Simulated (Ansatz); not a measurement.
# Si3C: the cost of one run

Computed with Ansatz 0.2.0 (DFT PBE, scalar-relativistic, plane waves, PAW, unless a step's input says otherwise).

## (1) Starting point

Symmetry: P6/mmm, No. 191, hexagonal system. The conventional cell has a = 3.785 Å, b = 3.785 Å, c = 5.559 Å, α = 90.00°, β = 90.00°, γ = 120.00°. Si (site symmetry mmm) is surrounded by 4 Si at 1.89 Å and 2 C at 1.89 Å. Around C (site symmetry 6/mmm) lie 6 Si at 1.89 Å.

As a file:

```
Si C
1.0
     3.78472    0.00000    0.00000
    -1.89236    3.27766    0.00000
     0.00000    0.00000    5.55883
Si C
3 1
Cartesian
  1.8924 0.0000 0.0000
  -0.9462 1.6388 0.0000
  0.9462 1.6388 0.0000
  0.0000 0.0000 0.0000
```

A structure generator made this guess: random cell by space group and Wyckoff sites (P6/mmm, No. 191). Lengths come from tabulated atomic sizes and are only a guess.

## (2) The guess as it stands, on a coarse mesh

File input.yaml:

```yaml
crystal:
  lattice:
    - [3.78471687, 0.0, 0.0]
    - [-1.89235843, 3.27766095, 0.0]
    - [0.0, 0.0, 5.55883103]
  atoms:
    - { symbol: Si, position: [0.5, 0.0, 0.0] }
    - { symbol: Si, position: [0.0, 0.5, 0.0] }
    - { symbol: Si, position: [0.5, 0.5, 0.0] }
    - { symbol: C, position: [0.0, 0.0, 0.0] }
basis:
  ecutwfc: 420
kpoints:
  mp_grid: { grid: [6, 6, 4] }
hamiltonian:
  xc: pbe
scf:
  occupations: { method: gaussian, width: 0.1 }
  lower_state_search: "off"
output:
  forces: true
  stress: true
  eigenvalues: true
```

The run is started by

```sh
ansatz run input.yaml --threads 1 --pin off --max-ram 2560MiB --backend cpu --events-out ev --progress --plain --runs-dir out
```

**Question.** How long does this run take on 1 thread of Arm Neoverse V2, shared host, and how much memory does it need?

About 1.7 s, with a peak of 0.3 GiB.
